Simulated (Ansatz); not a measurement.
# CH3BFO radical: a ladder of functionals and wavefunction methods

The task here is to estimate one member of a computed series from the others.

The runs use Ansatz 0.2.0, Gaussian basis; functionals in def2-TZVPP, the program's frozen cores in correlated methods.

Levels to be run: LDA (SPW92), PBE-D4, revPBE-D4, BLYP-D4, r2SCAN-D4, B97M-V, PBE0-D4, B3LYP-D4, r2SCANh-D4, r2SCAN0-D4, HSE06-D4, BHLYP-D4, CAM-B3LYP-D4, LC-ωPBE, ωB97X-V, ωB97M-V, B2PLYP, PBE-QIDH; CCSD(T)/def2-SVP; CCSD(T)/def2-TZVPP; MP2/def2-QZVPP; extrapolation to the limit; RPA on PBE.

## The geometry

The geometry comes from an earlier relaxation with PBE0-D4 in a triple-zeta def2 set; it is a stationary point, not always the lowest conformer.

SMILES `CB([O])F`, 7 atoms, charge 0, spin multiplicity 2.

Atoms are counted from 1 here; the program's logs count them from 0.

Bond lengths: C1–B2 1.572 Å, C1–H5 1.089 Å, C1–H6 1.094 Å, C1–H7 1.094 Å, B2–O3 1.337 Å, B2–F4 1.330 Å. Angles: B2–C1–H5 114.0°, B2–C1–H6 108.3°, B2–C1–H7 108.3°, H5–C1–H6 109.0°, H5–C1–H7 109.0°, H6–C1–H7 108.1°, C1–B2–O3 117.1°, C1–B2–F4 122.3°, O3–B2–F4 120.6°.

The first run:

Input file in.yaml:

```yaml
crystal:
  periodic: [false, false, false]
  atoms:
    - {symbol: C, position_ang: [-0.130865, 0.669740, -0.104749]}
    - {symbol: B, position_ang: [0.184755, -0.852823, 0.122988]}
    - {symbol: O, position_ang: [0.717495, -1.194139, 1.300995]}
    - {symbol: F, position_ang: [-0.059891, -1.775194, -0.803045]}
    - {symbol: H, position_ang: [0.118993, 1.305530, 0.742921]}
    - {symbol: H, position_ang: [0.428930, 1.008766, -0.981439]}
    - {symbol: H, position_ang: [-1.198119, 0.770120, -0.323271]}
basis:
  gaussian: {orbitals: def2-TZVPP}
magnetization: {spin_polarized: true, initial_magnetization: 1}
hamiltonian: {xc: lda}
output: {orbitals: {seedname: orbitals}}
```

Among the steps run: LDA; PBE-D4 (GGA); revPBE-D4 (GGA); BLYP-D4 (GGA); r2SCAN-D4 (meta-GGA); B97M-V (meta-GGA); PBE0-D4 (hybrid); B3LYP-D4 (hybrid); r2SCANh-D4 (hybrid); r2SCAN0-D4 (hybrid); HSE06-D4 (hybrid); BHLYP-D4 (hybrid); CAM-B3LYP-D4 (range-separated); LC-ωPBE-D4 (range-separated; the results give it without D4); ωB97X-V (range-separated); ωB97M-V (range-separated); B2PLYP (double hybrid); PBE-QIDH (double hybrid).

One table of the session follows, with a row left open; its other results are not shown here.

It belongs to the step «Frontier levels by functional». 

| functional | HOMO (eV) | LUMO (eV) | gap (eV) |
| --- | --- | --- | --- |
| LDA (SPW92) | -8.27 | -6.94 | 1.33 |
| PBE-D4 | -8.22 | -6.40 | 1.81 |
| revPBE-D4 | -8.16 | -6.26 | 1.90 |
| BLYP-D4 | -8.14 | -6.37 | 1.77 |
| r2SCAN-D4 | -8.71 | -5.76 | 2.95 |
| B97M-V | -8.79 | -5.72 | 3.07 |
| PBE0-D4 | -9.98 | -4.75 | 5.23 |
| B3LYP-D4 | -9.75 | -5.30 | 4.45 |
| r2SCANh-D4 | -9.36 | -5.16 | 4.21 |
| r2SCAN0-D4 | -10.23 | -4.22 | 6.01 |
| HSE06-D4 | -9.57 | -5.15 | 4.42 |
| BHLYP-D4 | ? | ? | ? |
| CAM-B3LYP-D4 | -11.47 | -3.68 | 7.79 |
| LC-ωPBE | -12.81 | -2.25 | 10.56 |
| ωB97X-V | -12.43 | -2.52 | 9.91 |
| ωB97M-V | -12.26 | -2.55 | 9.71 |

Estimate the missing values for BHLYP-D4.

Worked estimate for «HOMO (eV)». Against the share of exact exchange, BLYP-D4 (0, -8.14), B3LYP-D4 (0.2, -9.75) give a slope of -8.05 per unit share; at 0.5 the line stands at -12.16.

As computed: HOMO (eV): -11.49; LUMO (eV): -3.02; gap (eV): 8.46. In «HOMO (eV)» the line misses by -0.67.
